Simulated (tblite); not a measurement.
# H13Sb25: the cost of one run

Programs: tblite 0.8.0 and PySCF 2.14.0, with routines of our own; each step states its level. All values are computed. Atoms count from 0.

## (1) The starting structure

38 atoms, charge 0, multiplicity 1; geometry from: force field, distance geometry or constructed start.

## (2) Relaxing the molecule with GFN1-xTB

The job: settings as JSON, then the geometry in Å.

```
{"job": {"kind": "relax", "xc": "GFN1-xTB", "basis": "xTB"}, "charge": 0, "multiplicity": 1}
Sb    -2.049900     3.307500    -0.817300
Sb    -4.112800     4.498200     0.827400
Sb    -6.159200     3.307000    -0.814700
Sb    -6.165100     0.941000     0.828100
Sb    -4.110600    -0.251000    -0.812300
Sb    -2.058100     0.936100     0.831700
Sb     6.164500     3.311000    -0.819000
Sb     4.113000     4.498300     0.835800
Sb     2.057500     3.307200    -0.816100
Sb     2.052000     0.935800     0.835900
Sb     4.107500    -0.251000    -0.817800
Sb     6.161900     0.934600     0.834300
Sb    -8.222600    -0.249100    -0.810700
Sb    -8.217000    -2.623000     0.831600
Sb    -6.166600    -3.803700    -0.815500
Sb    -4.111500    -2.621800     0.840600
Sb     0.000400     4.497500     0.835200
Sb    -0.001100    -0.253200    -0.816700
Sb    -0.000600    -2.620600     0.836800
Sb     2.057600    -3.807900    -0.813000
Sb     4.107300    -2.618600     0.835800
Sb     8.218300    -0.248300    -0.815900
Sb     6.167800    -3.804200    -0.809100
Sb     8.215000    -2.626700     0.832800
Sb    -2.054300    -3.806200    -0.814800
H     -4.115700     5.906800    -0.145200
H     -7.386600     4.017600     0.165600
H      7.386700     4.015900     0.167500
H      4.110200     5.908100    -0.149700
H     -9.441000     0.456700     0.169700
H     -9.438500    -3.327900    -0.148800
H     -6.166300    -5.219600     0.166500
H     -0.001000     5.907800    -0.149600
H      2.056900    -5.222200     0.170000
H      9.443300     0.458100     0.163000
H      6.164900    -5.218700     0.163400
H      9.441300    -3.328400    -0.151800
H     -2.053900    -5.218400     0.163700
```

On the command line:

```
$ OMP_NUM_THREADS=2 python large_run.py task.json out
```

One launch serves the whole session: the jobs run in the order shown.

Q: Estimate the wall time and peak memory of this first job on 2 threads of Intel Xeon Platinum 8259CL at 2.50GHz, shared host.

About 29 s, with a peak of 0.17 GiB.
